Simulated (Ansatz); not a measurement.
Born–Oppenheimer molecular dynamics of a periodic cell of 27 atoms, Mn4Cr4F19 (host MnCrF5, host structure C2/c, one F atom removed). It goes on from the last frame of an earlier run, with new velocities.

Theory: DFT LDA, scalar-relativistic, plane waves, PAW (Ansatz 0.2.0). Settings: accuracy low, cutoff 420 eV, k mesh 2x2x2, fermi-dirac smearing 0.05 eV, spin collinear.

| Property | Result |
| --- | --- |
| ensemble | NVT, Nosé–Hoover chain |
| time step | 2 fs |
| steps asked | 170 |
| set temperature | 1170 K |
| thermostat | time constant 200 fs, chain length 3 |
| seed | 687844 |

Frames 20 fs apart, positions in Å.

Velocities at 120.0 fs (Å/ps):

```
Mn 4.16 0.40 1.11
Mn -3.23 -0.39 1.89
Cr -5.94 0.79 3.31
Cr 5.58 1.17 -3.26
F 1.64 -2.02 8.67
F 6.87 -10.69 -7.94
F 3.74 -1.03 -3.61
F -4.03 0.91 7.59
F -6.29 8.66 9.44
F -5.89 -8.49 -2.91
F 6.57 3.66 14.02
F 2.72 -0.85 -12.20
F 3.84 0.34 0.40
F 1.72 5.85 -8.00
Mn 1.11 -2.83 -7.31
Mn 1.44 -4.08 1.64
Cr -1.05 3.51 -0.61
Cr -2.80 2.34 -3.96
F 4.40 -1.61 9.52
F 9.37 -2.43 -7.28
F -7.85 8.93 13.85
F -10.21 -4.05 -5.54
F -3.28 13.19 6.10
F 6.63 -3.56 -3.46
F -8.36 -6.37 1.69
F -2.89 1.61 -2.79
F 2.74 -3.49 2.54
```

```xyz
27
Lattice="-8.7577 0.0000 0.0000 0.0000 -6.4168 0.0000 -3.2364 0.0000 6.7975" Properties=species:S:1:pos:R:3 time_fs=120.0 energy_less_start_eV=0.944 T=922
Mn -0.628 -3.134 1.752
Mn -2.355 -3.173 4.790
Cr -4.311 -3.086 -0.014
Cr -6.034 -3.114 3.547
F -0.671 -0.016 1.634
F -2.423 -6.211 5.043
F -11.814 -1.857 7.337
F -1.795 -2.032 3.171
F 0.053 -4.435 -0.328
F -10.014 -4.497 3.288
F -9.293 -3.161 6.108
F -4.273 -3.216 4.408
F -2.768 -2.976 0.950
F -7.963 -3.001 2.831
Mn -5.301 -6.036 1.671
Mn -6.962 -0.234 5.059
Cr -0.093 0.053 -0.085
Cr -1.607 -0.071 3.458
F -5.182 -3.932 1.745
F -8.192 -7.455 7.254
F -6.443 -4.775 4.596
F -3.353 -2.158 -1.255
F -5.860 -1.197 3.184
F -5.214 -0.016 6.097
F -8.722 -0.033 4.205
F -7.052 -6.023 0.745
F -3.216 -5.767 2.502
27
Lattice="-8.7577 0.0000 0.0000 0.0000 -6.4168 0.0000 -3.2364 0.0000 6.7975" Properties=species:S:1:pos:R:3 time_fs=140.0 energy_less_start_eV=-0.356 T=1327
Mn -0.619 -3.138 1.726
Mn -2.406 -3.215 4.857
Cr -4.407 -3.055 0.130
Cr -5.947 -3.085 3.508
F -0.678 -0.024 1.841
F -2.387 -6.447 5.035
F -11.771 -1.818 7.129
F -1.865 -1.945 3.385
F -0.100 -4.293 -0.136
F -10.152 -4.607 3.287
F -9.322 -3.118 6.256
F -4.223 -3.207 4.136
F -2.624 -3.007 0.973
F -7.685 -2.897 2.801
Mn -5.275 -6.099 1.546
Mn -6.908 -0.291 5.088
Cr -0.090 0.128 -0.057
Cr -1.672 0.023 3.261
F -5.120 -3.979 1.909
F -7.943 -7.511 7.083
F -6.621 -4.577 4.802
F -3.546 -2.281 -1.517
F -5.925 -0.922 3.290
F -5.027 -0.106 6.026
F -8.765 -0.220 4.309
F -7.113 -6.000 0.695
F -3.248 -5.944 2.540
27
Lattice="-8.7577 0.0000 0.0000 0.0000 -6.4168 0.0000 -3.2364 0.0000 6.7975" Properties=species:S:1:pos:R:3 time_fs=160.0 energy_less_start_eV=0.935 T=962
Mn -0.662 -3.125 1.652
Mn -2.417 -3.268 4.984
Cr -4.407 -3.024 0.309
Cr -5.931 -3.056 3.570
F -0.533 -0.017 1.708
F -2.509 -6.618 5.158
F -11.831 -1.683 6.817
F -1.875 -1.828 3.560
F -0.267 -4.273 0.037
F -10.270 -4.411 3.355
F -9.564 -3.147 6.229
F -4.075 -3.176 3.944
F -2.486 -3.080 0.979
F -7.463 -2.845 2.702
Mn -5.262 -6.180 1.481
Mn -6.840 -0.286 5.090
Cr -0.026 0.166 -0.004
Cr -1.736 0.059 3.214
F -5.114 -4.043 1.945
F -7.647 -7.435 6.956
F -6.756 -4.530 4.869
F -3.708 -2.398 -1.827
F -5.924 -0.662 3.280
F -4.891 -0.203 5.946
F -8.723 -0.406 4.401
F -7.055 -5.969 0.716
F -3.540 -6.213 2.429
27
Lattice="-8.7577 0.0000 0.0000 0.0000 -6.4168 0.0000 -3.2364 0.0000 6.7975" Properties=species:S:1:pos:R:3 time_fs=180.0 energy_less_start_eV=1.456 T=824
Mn -0.682 -3.072 1.598
Mn -2.385 -3.266 5.141
Cr -4.410 -3.016 0.427
Cr -5.922 -3.092 3.675
F -0.521 0.007 1.771
F -2.565 -6.517 5.012
F -11.940 -1.730 6.646
F -1.826 -1.753 3.542
F -0.357 -4.382 0.134
F -10.379 -4.244 3.400
F -9.662 -3.211 6.223
F -3.955 -3.143 3.924
F -2.548 -3.133 0.935
F -7.583 -2.852 2.360
Mn -5.274 -6.261 1.483
Mn -6.785 -0.229 5.048
Cr 0.048 0.155 -0.044
Cr -1.777 0.031 3.370
F -5.156 -4.078 1.864
F -7.372 -7.279 6.857
F -6.742 -4.769 4.807
F -3.806 -2.237 -1.916
F -5.891 -0.487 3.180
F -4.917 -0.225 5.890
F -8.698 -0.415 4.385
F -6.908 -5.920 0.755
F -3.669 -6.471 2.318
27
Lattice="-8.7577 0.0000 0.0000 0.0000 -6.4168 0.0000 -3.2364 0.0000 6.7975" Properties=species:S:1:pos:R:3 time_fs=200.0 energy_less_start_eV=0.789 T=1047
Mn -0.695 -2.990 1.595
Mn -2.371 -3.211 5.239
Cr -4.452 -2.979 0.473
Cr -5.952 -3.190 3.675
F -0.664 0.025 1.930
F -2.693 -6.198 4.965
F -11.996 -1.931 6.605
F -1.749 -1.838 3.399
F -0.327 -4.530 0.096
F -10.463 -4.340 3.452
F -9.471 -3.266 6.351
F -4.058 -3.117 4.086
F -2.700 -3.152 0.884
F -7.691 -2.931 2.099
Mn -5.242 -6.331 1.513
Mn -6.758 -0.200 4.963
Cr 0.033 0.083 -0.064
Cr -1.689 0.044 3.447
F -5.215 -4.101 1.820
F -7.258 -7.151 6.822
F -6.609 -4.892 4.663
F -3.757 -2.071 -1.879
F -5.966 -0.419 3.174
F -4.965 -0.135 5.885
F -8.722 -0.203 4.325
F -6.952 -5.904 0.642
F -3.417 -6.642 2.376
27
Lattice="-8.7577 0.0000 0.0000 0.0000 -6.4168 0.0000 -3.2364 0.0000 6.7975" Properties=species:S:1:pos:R:3 time_fs=220.0 energy_less_start_eV=1.278 T=940
Mn -0.794 -2.921 1.605
Mn -2.358 -3.167 5.264
Cr -4.538 -2.906 0.458
Cr -5.998 -3.288 3.576
F -0.695 0.000 1.765
F -2.867 -5.854 5.074
F -11.996 -2.014 6.622
F -1.604 -1.969 3.297
F -0.236 -4.540 0.023
F -10.494 -4.579 3.548
F -9.246 -3.259 6.436
F -4.317 -3.097 4.364
F -2.665 -3.147 0.902
F -7.622 -3.039 2.079
Mn -5.136 -6.369 1.535
Mn -6.756 -0.234 4.899
Cr -0.092 -0.022 -0.011
Cr -1.579 0.060 3.421
F -5.251 -4.141 1.906
F -7.372 -7.040 6.871
F -6.447 -4.668 4.482
F -3.564 -2.189 -1.882
F -6.087 -0.462 3.187
F -4.954 -0.041 5.955
F -8.769 0.123 4.318
F -7.053 -6.023 0.477
F -3.096 -6.663 2.526
27
Lattice="-8.7577 0.0000 0.0000 0.0000 -6.4168 0.0000 -3.2364 0.0000 6.7975" Properties=species:S:1:pos:R:3 time_fs=240.0 energy_less_start_eV=0.841 T=1108
Mn -0.891 -2.899 1.615
Mn -2.364 -3.210 5.242
Cr -4.485 -2.826 0.486
Cr -6.040 -3.254 3.362
F -0.681 -0.109 1.683
F -2.801 -5.794 5.008
F -11.973 -1.915 6.690
F -1.379 -2.054 3.337
F -0.167 -4.413 0.077
F -10.443 -4.518 3.574
F -9.428 -3.224 6.238
F -4.536 -3.080 4.605
F -2.651 -3.086 0.956
F -7.486 -3.149 2.303
Mn -5.059 -6.344 1.599
Mn -6.773 -0.223 4.913
Cr -0.165 0.007 -0.056
Cr -1.547 0.025 3.465
F -5.180 -4.190 1.990
F -7.556 -7.056 6.827
F -6.408 -4.745 4.465
F -3.416 -2.433 -1.862
F -6.092 -0.607 2.956
F -5.140 -0.046 6.041
F -8.621 0.406 4.439
F -7.038 -6.320 0.418
F -3.129 -6.605 2.526
27
Lattice="-8.7577 0.0000 0.0000 0.0000 -6.4168 0.0000 -3.2364 0.0000 6.7975" Properties=species:S:1:pos:R:3 time_fs=260.0 energy_less_start_eV=0.829 T=1162
Mn -0.888 -2.919 1.621
Mn -2.434 -3.324 5.197
Cr -4.463 -2.773 0.443
Cr -6.015 -3.188 3.353
F -0.729 -0.270 1.899
F -2.655 -6.053 4.929
F -11.988 -1.741 6.763
F -1.198 -1.920 3.514
F -0.145 -4.320 0.230
F -10.334 -4.339 3.445
F -9.531 -3.100 6.094
F -4.478 -3.095 4.634
F -2.765 -2.984 1.025
F -7.618 -3.226 2.441
Mn -5.012 -6.249 1.665
Mn -6.793 -0.213 4.923
Cr -0.102 0.160 -0.184
Cr -1.504 0.035 3.552
F -4.964 -4.226 1.855
F -7.715 -7.295 6.700
F -6.364 -4.921 4.351
F -3.526 -2.420 -1.822
F -6.130 -0.930 2.853
F -5.325 -0.095 6.147
F -8.563 0.490 4.493
F -7.057 -6.641 0.420
F -3.340 -6.541 2.451
```

Of the whole run (340 fs, mean temperature of the second half 1076 K): The conserved energy stayed within 0.3 meV per atom of its start (net change 0.2 meV per atom), so the integration is sound. A run of 0.34 ps of so small a system gives no equilibrium averages. No Hubbard correction was used and the magnetic state wasn't searched. Limits of this set-up: coarse k mesh, low accuracy level.

The run took 32 min on 4 threads of AMD EPYC 9R14 (Zen 4) (shared host), peak memory 1.8 GiB.
